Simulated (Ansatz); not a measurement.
# AlNi3: the cost of one run

Method: DFT PBEsol, scalar-relativistic, plane waves, PAW, in Ansatz 0.2.0.

1 further run of the same task is left out (set aside as unsound or not needed). Runs told in other sessions of the task aren't counted.

### 1 The system as given

Symmetry: Fm-3m, No. 225, cubic system. Conventional cell: a = 5.597 Å, b = 5.597 Å, c = 5.597 Å, α = 90.00°, β = 90.00°, γ = 90.00°. Around Al (site symmetry m-3m) lie 8 Ni at 2.42 Å. Around Ni (site symmetry -43m) lie 4 Al at 2.42 Å and 4 Ni at 2.42 Å. Ni (site symmetry m-3m) is surrounded by 8 Ni at 2.42 Å.

As a file:

```xyz
4
Lattice="0.0000 2.7984 2.7984 2.7984 0.0000 2.7984 2.7984 2.7984 0.0000" Properties=species:S:1:pos:R:3 pbc="T T T"
Al    2.7984    2.7984    2.7984
Ni    1.3992    1.3992    1.3992
Ni    0.0000    0.0000    0.0000
Ni    4.1976    4.1976    4.1976
```

It goes back to an entry of the Materials Project, which need not be the stable form.

It is the result of an earlier relaxation at this level (volume 10.96 Å³/atom; gap on the mesh: none (metal)).

### 2 The reference cell

The reference gives a free energy of -17941.0160 eV, pressure 0.05 GPa, largest force 0.000 eV/Å and gap on the mesh none (metal). It was computed beforehand with the settings of the runs below.

### 3 Setting up biaxial against axial strain

The cell is strained by p along both x and y and by q along z, with fractional coordinates fixed.

### 4 p = -0.080, q = -0.080

Input file input.yaml:

```yaml
crystal:
  lattice:
    - [0.0, 2.5745352306, 2.5745352306]
    - [2.5745352306, 0.0, 2.5745352306]
    - [2.5745352306, 2.5745352306, 0.0]
  atoms:
    - { symbol: Al, position: [0.5, 0.5, 0.5] }
    - { symbol: Ni, position: [0.25, 0.25, 0.25] }
    - { symbol: Ni, position: [0.0, 0.0, 0.0] }
    - { symbol: Ni, position: [0.75, 0.75, 0.75] }
basis:
  ecutwfc: 420
kpoints:
  mp_grid: { grid: [14, 14, 14] }
hamiltonian:
  xc: pbesol
scf:
  occupations: { method: gaussian, width: 0.15 }
output:
  forces: true
  stress: true
  eigenvalues: true
```

The run is started by

```sh
> ansatz run input.yaml --threads 2 --pin off --max-ram 5120MiB --backend cpu --events-out ev --progress --plain --runs-dir out
```

Q: Estimate wall time and peak memory on 2 threads of Intel Xeon Platinum 8488C (Sapphire Rapids), shared host.

About 3.4 s, with a peak of 0.42 GiB.
